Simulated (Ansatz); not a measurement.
**SiAs (quartet): RPA-PBE over vertical spin and charge gaps, cc-pVDZ**

Aim: run SiAs (quartet) with these functionals over vertical spin and charge gaps, and hold them against the top wave-function level at the same points.

Program: Ansatz 0.2.0, Gaussian basis. Level of theory: cc-pVDZ, all electrons in the functionals, frozen cores in the correlation of double hybrids and RPA. These are calculated values, not measurements.

Plan: RPA-PBE, at charge 0, quartet; charge 0, doublet; charge 0, sextet; charge 1, triplet; charge 1, quintet.

19 further runs of the same task are left out: 6 that didn't finish, 13 set aside as unsound or not needed. Runs told in other sessions of the task aren't counted.

## Step 1: What is computed

The geometry is a PBE0/def2-TZVP stationary point (not a proven minimum). No spin-orbit coupling is included. The filled d shell of As may be among the frozen orbitals whatever the setting's name suggests.

2 atoms, charge 0, spin multiplicity 4.

Atoms are counted from 1 here; the program's logs count them from 0.

Bond lengths: Si1–As2 2.454 Å.

Geometry (Å):

```xyz
2
AsSi
Si    0.0000    0.0000    0.0000
As    0.0000    0.0000    2.4536
```

No dispersion term is added.

The geometry shown and the zero of energy belong to the point charge 0, quartet. The yardstick, UCCSDT(Q), and other wave-function levels (R restricted, U unrestricted, valence and pair active spaces) come from earlier runs.

## Step 2: RPA-PBE, charge 0, quartet

File in.yaml:

```yaml
crystal:
  periodic: [false, false, false]
  atoms:
    - {symbol: Si, position_ang: [0.000000, 0.000000, 0.000000]}
    - {symbol: As, position_ang: [0.000000, 0.000000, 2.453600]}
basis:
  gaussian: {orbitals: cc-pVDZ}
magnetization: {spin_polarized: true, initial_magnetization: 3}
hamiltonian: {xc: {name: PBE}}
correlation: {method: rpa, electrons: outside_noble_gas}
```

Launch:

```bash
ansatz run in.yaml --threads 1 --pin off --events-out ev --progress --plain --max-ram 2393MiB
```

After this run come: RPA-PBE, charge 0, doublet; RPA-PBE, charge 0, sextet; RPA-PBE, charge 1, triplet; RPA-PBE, charge 1, quintet.

Q: Predict the results of all the runs planned. Wanted: quartet to doublet, UCCSDT(Q); quartet to sextet, UCCSDT(Q); ionisation to the triplet cation, UCCSDT(Q); ionisation to the quintet cation, UCCSDT(Q); largest miss, RPA-PBE.

The runs gave:

| quantity | value |
| --- | --- |
| quartet to doublet, UCCSDT(Q) | -28.7 kcal/mol |
| quartet to sextet, UCCSDT(Q) | 26.1 kcal/mol |
| ionisation to the triplet cation, UCCSDT(Q) | 155.6 kcal/mol |
| ionisation to the quintet cation, UCCSDT(Q) | 187.8 kcal/mol |
| largest miss, RPA-PBE | +7.4 kcal/mol (quartet to sextet) |

RPA-PBE strays by up to 7.4 kcal/mol, at quartet to sextet. Functionals and the yardstick converge differently with the basis, so part of each miss in cc-pVDZ is the basis.
